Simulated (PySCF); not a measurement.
# C7H7FO: the cost of one run

The runs use PySCF 2.14.0, with density-fitted response routines of our own; the level of theory stands in each step. All values are computed, except where a source is named. Atoms count from 0, in the outputs and in this text.

### Step 1. Starting geometry

16 atoms, charge 0, multiplicity 1; geometry from: GFN2-xTB. The atoms were then displaced at random by about 0.01 Å, so the start is not that level's minimum.

Bonds of the start (Å): C0–O1 1.42, O1–C2 1.37, C2–C3 1.36, C3–C4 1.41, C4–C5 1.40, C5–F6 1.34, C5–C7 1.39, C7–C8 1.37, C8–C2 1.41, C0–H9 1.10, C0–H10 1.12, C0–H11 1.07, C3–H12 1.06, C4–H13 1.07, C7–H14 1.08, C8–H15 1.08.

### Step 2. Relaxing the molecule at PBE0-D3(BJ)/def2-TZVP

The job: settings as JSON, then the geometry in Å.

```
{"job": {"xc": "PBE0", "basis": "def2-TZVP", "d3": "d3bj", "grid": 2, "shake": 0.01, "kind": "geom"}, "charge": 0, "multiplicity": 1}
C      2.717810     0.157950     0.087220
O      1.691770    -0.627020    -0.494930
C      0.374310    -0.323880    -0.253340
C     -0.513350    -1.160170    -0.847930
C     -1.899050    -0.956600    -0.674240
C     -2.309930     0.118190     0.120710
F     -3.619180     0.327720     0.304060
C     -1.381220     0.962120     0.722190
C     -0.042870     0.743790     0.563610
H      2.648640     0.158440     1.186540
H      2.619050     1.216760    -0.254460
H      3.649590    -0.241650    -0.239310
H     -0.218370    -1.969520    -1.460090
H     -2.645950    -1.591200    -1.115470
H     -1.749540     1.765500     1.335770
H      0.659230     1.417210     1.030390
```

Started as:

```bash
OMP_NUM_THREADS=2 python probes_run.py task.json out
```

One launch serves the whole session: the jobs run in the order shown.

Q: Estimate the wall time and peak memory of this first job on 2 threads of AMD EPYC, shared host.

About 11 min, with a peak of 2 GiB.
